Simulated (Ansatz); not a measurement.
# SiTi: the cost of one run

Program: Ansatz 0.2.0, Gaussian basis. Level of theory: def2-QZVPP, core rule «outside noble gas», up to 14 orbitals frozen. These are calculated values, not measurements.

Plan: UHF; ROHF; CCSD(T) on UHF.

2 further runs of the same task are left out: 2 set aside as unsound or not needed.

## 1. The geometry

The geometry is a PBE0/def2-TZVP stationary point (not a proven minimum) of the parent state, kept for this charge and spin.

2 atoms, charge 0, spin multiplicity 5.

Atoms are counted from 1 here; the program's logs count them from 0.

Bond lengths: Ti1–Si2 2.462 Å.

## 2. UHF

in.yaml

```yaml
crystal:
  periodic: [false, false, false]
  atoms:
    - {symbol: Ti, position_ang: [0.000000, 0.000000, 0.000000]}
    - {symbol: Si, position_ang: [0.000000, 0.000000, 2.461600]}
basis:
  gaussian: {orbitals: "def2-QZVPP.json"}
magnetization: {spin_polarized: true, initial_magnetization: 4}
hamiltonian: {xc: hf}
output: {orbitals: {seedname: orbitals}}
```

Run with:

```
$ ansatz run in.yaml --threads 1 --pin off --events-out ev --progress --plain --max-ram 4096MiB --backend cpu
```

**Question.** How long does this run take on 1 thread of AMD EPYC 7R13, shared host, and how much memory does it need?

About 2 min, with a peak of 0.51 GiB.
